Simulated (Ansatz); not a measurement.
# H4C: the cost of one run

Method: DFT PBE+D3(BJ), plane waves, PAW, scalar-relativistic, no spin polarisation, in Ansatz 0.2.0.

### 1 The starting structure

The cell holds 30 atoms (C6H24): a = 7.464 Å, b = 7.464 Å, c = 7.464 Å, α = 90.00°, β = 90.00°, γ = 90.00°.

Its coordinates follow in the input file.

### 2 Preparing the start

Contents of input.yaml:

```yaml
accuracy: low
crystal:
  lattice:
    - [7.463826, 0.0, 0.0]
    - [0.0, 7.463826, 0.0]
    - [0.0, 0.0, 7.463826]
  atoms:
    - { symbol: C, position: [0.5483187, 0.5833549, 0.1582539] }
    - { symbol: H, position: [0.6933099, 0.5907575, 0.1428706] }
    - { symbol: H, position: [0.5121352, 0.6175284, 0.2955012] }
    - { symbol: H, position: [0.5030601, 0.4478246, 0.1283029] }
    - { symbol: H, position: [0.4847696, 0.6773092, 0.066341] }
    - { symbol: C, position: [0.9798393, 0.4093471, 0.8190403] }
    - { symbol: H, position: [0.8637961, 0.3715546, 0.8991627] }
    - { symbol: H, position: [0.9357167, 0.4519268, 0.6865486] }
    - { symbol: H, position: [1.0693872, 0.2947801, 0.806023] }
    - { symbol: H, position: [1.050457, 0.5191269, 0.8844269] }
    - { symbol: C, position: [0.8237216, 0.9177686, 0.8915395] }
    - { symbol: H, position: [0.9623893, 0.949998, 0.9238879] }
    - { symbol: H, position: [0.7767574, 0.8111219, 0.9794867] }
    - { symbol: H, position: [0.8151484, 0.8736224, 0.7526457] }
    - { symbol: H, position: [0.7405914, 1.0363323, 0.9101377] }
    - { symbol: C, position: [0.906792, 0.9821604, 0.3412726] }
    - { symbol: H, position: [0.9586813, 0.9392171, 0.4707996] }
    - { symbol: H, position: [0.7806915, 1.0531778, 0.3604837] }
    - { symbol: H, position: [0.8844375, 0.8653206, 0.2566404] }
    - { symbol: H, position: [1.0033577, 1.0709262, 0.2771666] }
    - { symbol: C, position: [0.4234883, 0.8133571, 0.5591939] }
    - { symbol: H, position: [0.5018932, 0.8582695, 0.6738649] }
    - { symbol: H, position: [0.292286, 0.8773302, 0.5618894] }
    - { symbol: H, position: [0.407089, 0.6684135, 0.5652192] }
    - { symbol: H, position: [0.4926851, 0.849415, 0.4358022] }
    - { symbol: C, position: [0.3239569, 0.1299328, 0.0348321] }
    - { symbol: H, position: [0.3915347, 0.2215197, -0.0565953] }
    - { symbol: H, position: [0.3690953, 0.1553162, 0.1713314] }
    - { symbol: H, position: [0.3555243, -0.0077515, -0.0020518] }
    - { symbol: H, position: [0.1796732, 0.1506467, 0.0266439] }
basis:
  ecutwfc: 420.0
kpoints:
  mp_grid: { grid: [1, 1, 1] }
hamiltonian:
  xc: pbe
  dispersion: d3bj
scf:
  occupations: { method: fermi_dirac, width: 0.02 }
  lower_state_search: "off"
relax:
  f_tol: 0.3
  max_steps: 15
  adjacent_minimum: "off"
```

Run with:

```sh
$ ansatz run input.yaml --threads 1 --pin off --max-ram 3072MiB --backend cpu --events-out ev --progress --plain --runs-dir out
```

Q: Estimate wall time and peak memory on 1 thread of Arm Neoverse V2, shared host.

About 3 s, with a peak of 0.37 GiB.
